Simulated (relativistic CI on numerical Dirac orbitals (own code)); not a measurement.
# Ti: the cost of one run

The numbers are computed with relativistic CI on numerical Dirac orbitals (own code) version 3 (charge-transfer multiplet model of a cubic metal-ligand cluster with up to 2 ligand holes, Slater and spin-orbit integrals from Dirac-Coulomb-Breit ions, Slater integrals scaled by 0.9), except any that are marked as measured or tabulated.

### Step 1. Starting point

| Quantity | Value |
| --- | --- |
| ion | Ti⁴⁺ (Ti V) |
| nuclear charge | 22 |
| electrons | 18 |
| d electrons | 0 |
| ligand holes at most | 2 |
| parameters | in eV; Veg, Vt2g hoppings, tenDq and tenDqL metal and ligand splittings (negative tenDq: tetrahedral), red the scaling of hopping with a core hole |
| temperature | 20 K |
| widths | Lorentz 1.4 eV, Gauss 0.8 eV |

### Step 2. Delta = 0.4 eV

Settings, as recorded:

```ini
cluster ion=Ti4+ d0 ligand_holes=2 slater_scale=0.9
Delta=0.4 Udd=5.3 Upd=6.2 tenDq=0.8 tenDqL=0.1 Veg=2.45 Vt2g=-1.15 red=0.8
spectrum xps 3s T=20 lorentz=1.4 gauss=0.8
```

The run is started by

```console
$ python run_levels.py task.json out
```

task.json lists these runs, among others, and the program works through them in turn.

**Question.** How long does this run take on 1 thread of Intel Xeon 6975P-C, shared host, and how much memory does it need?

About 1.1 s, with a peak of 0.18 GiB.
